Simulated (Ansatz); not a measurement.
# Sr: pressure against volume

One table from this session's results is given with a row withheld; the runs are named, their logs left out.

Method: DFT LDA, scalar-relativistic, in Ansatz 0.2.0.

**The system as given**

It takes space group P6_3/mmc (No. 194, hexagonal). The conventional cell has a = 4.310 Å, b = 4.310 Å, c = 7.050 Å, α = 90.00°, β = 90.00°, γ = 120.00°. Sr (site symmetry -6m2) is surrounded by 12 Sr at 4.31 Å.

Coordinates:

```
CELL_PARAMETERS angstrom
4.31000 0.00000 0.00000
-2.15500 3.73257 0.00000
0.00000 0.00000 7.05000
ATOMIC_POSITIONS crystal
Sr 0.33333 0.66667 0.25000
Sr 0.66667 0.33333 0.75000
```

Atoms are numbered in the order of the input: Sr1, Sr2.

Set-up of the first run:

File input.yaml:

```yaml
crystal:
  lattice:
    - [4.2517498339, 0.0, 0.0]
    - [-2.125874917, 3.6821233666, 0.0]
    - [0.0, 0.0, 6.9547180496]
  atoms:
    - { symbol: Sr, position: [0.3333333333, 0.6666666667, 0.25] }
    - { symbol: Sr, position: [0.6666666667, 0.3333333333, 0.75] }
kpoints:
  mp_grid: { grid: [10, 10, 5] }
  band_path:
    path:
      - [0.0, 0.0, 0.0]
      - [0.5, 0.0, 0.0]
      - [0.3333333333, 0.3333333333, 0.0]
      - [0.0, 0.0, 0.0]
      - [0.0, 0.0, 0.5]
      - [0.5, 0.0, 0.5]
      - [0.3333333333, 0.3333333333, 0.5]
      - [0.0, 0.0, 0.5]
      - [0.5, 0.0, 0.5]
    npoints: 5
scf:
  occupations: { method: fermi_dirac, width: 0.08 }
hamiltonian:
  xc: lda
  pseudopotentials: { kind: all_electron, lapw: { basis_error: 0.001 } }
output:
  forces: true
  stress: true
  eigenvalues: true
```

On the command line:

```console
ansatz run input.yaml --threads 1 --pin off --max-ram 3072MiB --backend cpu --events-out ev --progress --plain --runs-dir out
```

Among the steps run: Volume × 0.96, LAPW; Volume × 0.96, PAW; Volume × 0.96, crystal datasets; Volume × 0.99, LAPW; Volume × 0.99, PAW; Volume × 0.99, crystal datasets; Volume × 1.02, LAPW; Volume × 1.02, PAW; Volume × 1.02, crystal datasets; Volume × 1.06, LAPW; Volume × 1.06, PAW; Volume × 1.06, crystal datasets.

One of the session's tables, all rows but one given; the rest of the session is left out.

It belongs to the step «The equation of state». 

| method | volume (Å³/atom) | pressure (GPa) |
| --- | --- | --- |
| LAPW | 54.440 | -1.21 |
| LAPW | 56.141 | -1.47 |
| LAPW | 57.842 | ? |
| LAPW | 60.110 | -1.97 |
| PAW | 54.440 | -1.21 |
| PAW | 56.141 | -1.47 |
| PAW | 57.842 | -1.71 |
| PAW | 60.110 | -1.97 |
| crystal datasets | 54.440 | -1.21 |
| crystal datasets | 56.141 | -1.47 |
| crystal datasets | 57.842 | -1.71 |
| crystal datasets | 60.110 | -1.97 |

**Question.** Estimate the row for LAPW, 57.842.

**Answer.** pressure (GPa): -1.70. In the column «pressure (GPa)» it lies between crystal datasets, 57.842 (-1.71) and LAPW, 56.141 (-1.47).

Limits of these values: Warnings in the runs' records: gradients without spin orbit, crystal datasets made.
